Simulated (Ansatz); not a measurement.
**CH₅BOSSi: small, medium and large basis sets**

Aim: see how fast density functionals converge with the basis set for CH₅BOSSi.

Program: Ansatz 0.2.0, Gaussian basis. Level of theory: one geometry, several basis sets. These are calculated values, not measurements.

Plan: PBE0-D4/def2-SVP; ωB97M-V/def2-SVP; PBE0-D4/def2-QZVPP; ωB97M-V/def2-QZVPP; the functionals' def2-TZVPP values are taken from earlier runs.

## Step 1: The geometry

The geometry comes from an earlier relaxation with PBE0-D4 in a triple-zeta def2 set; it is a stationary point, not always the lowest conformer.

10 atoms, charge 0, spin multiplicity 1.

Atoms are counted from 1 here; the program's logs count them from 0.

Bond lengths: B1–Si2 1.976 Å, B1–S5 2.003 Å, B1–H6 1.198 Å, B1–H7 1.198 Å, Si2–O3 1.634 Å, Si2–C4 1.850 Å, Si2–S5 2.242 Å, O3–H8 0.960 Å, C4–S5 1.847 Å, C4–H9 1.087 Å, C4–H10 1.087 Å. Angles: Si2–B1–S5 68.6°, Si2–B1–H6 115.2°, Si2–B1–H7 117.8°, S5–B1–H6 113.1°, S5–B1–H7 110.3°, H6–B1–H7 120.2°, B1–Si2–O3 138.4°, B1–Si2–C4 95.4°, B1–Si2–S5 56.3°, O3–Si2–C4 114.3°, O3–Si2–S5 120.4°, C4–Si2–S5 52.6°, Si2–O3–H8 117.2°, Si2–C4–S5 74.7°, Si2–C4–H9 118.8°, Si2–C4–H10 119.6°, S5–C4–H9 112.9°, S5–C4–H10 111.2° and more.

## Step 2: PBE0-D4 in def2-SVP

in.yaml reads:

```yaml
crystal:
  periodic: [false, false, false]
  atoms:
    - {symbol: B, position_ang: [-1.511370, -0.026539, -0.453140]}
    - {symbol: Si, position_ang: [0.120739, -0.472718, 0.567437]}
    - {symbol: O, position_ang: [1.106014, -1.756019, 0.794727]}
    - {symbol: C, position_ang: [1.003969, 1.105949, 0.182211]}
    - {symbol: S, position_ang: [0.135341, 0.639151, -1.379126]}
    - {symbol: H, position_ang: [-2.177852, 0.853967, 0.011071]}
    - {symbol: H, position_ang: [-2.025235, -0.898112, -1.093781]}
    - {symbol: H, position_ang: [0.715844, -2.629485, 0.712147]}
    - {symbol: H, position_ang: [0.632527, 2.032861, 0.611868]}
    - {symbol: H, position_ang: [2.083123, 1.099645, 0.049485]}
basis:
  gaussian: {orbitals: def2-SVP}
hamiltonian: {xc: pbe0, dispersion: d4}
output: {orbitals: {seedname: orbitals}}
```

Launch:

```sh
$ ansatz run in.yaml --threads 4 --pin off --events-out ev --progress --plain --max-ram 10444MiB
```

Further steps of the session: ωB97M-V in def2-SVP; PBE0-D4 in def2-QZVPP; ωB97M-V in def2-QZVPP.

Before running them: what should the planned runs give, taken together? Wanted: PBE0-D4: double and triple zeta above quadruple; ωB97M-V: double and triple zeta above quadruple.

The runs gave:

| quantity | value |
| --- | --- |
| PBE0-D4: double and triple zeta above quadruple | 12.08, 0.81 eV |
| ωB97M-V: double and triple zeta above quadruple | 12.17, 0.76 eV |

In words: For PBE0-D4 the step from double to triple zeta gains 11.27 eV and the next only 0.81 eV. These are total energies; as a rule much of such shifts cancels in differences, which this series doesn't test.
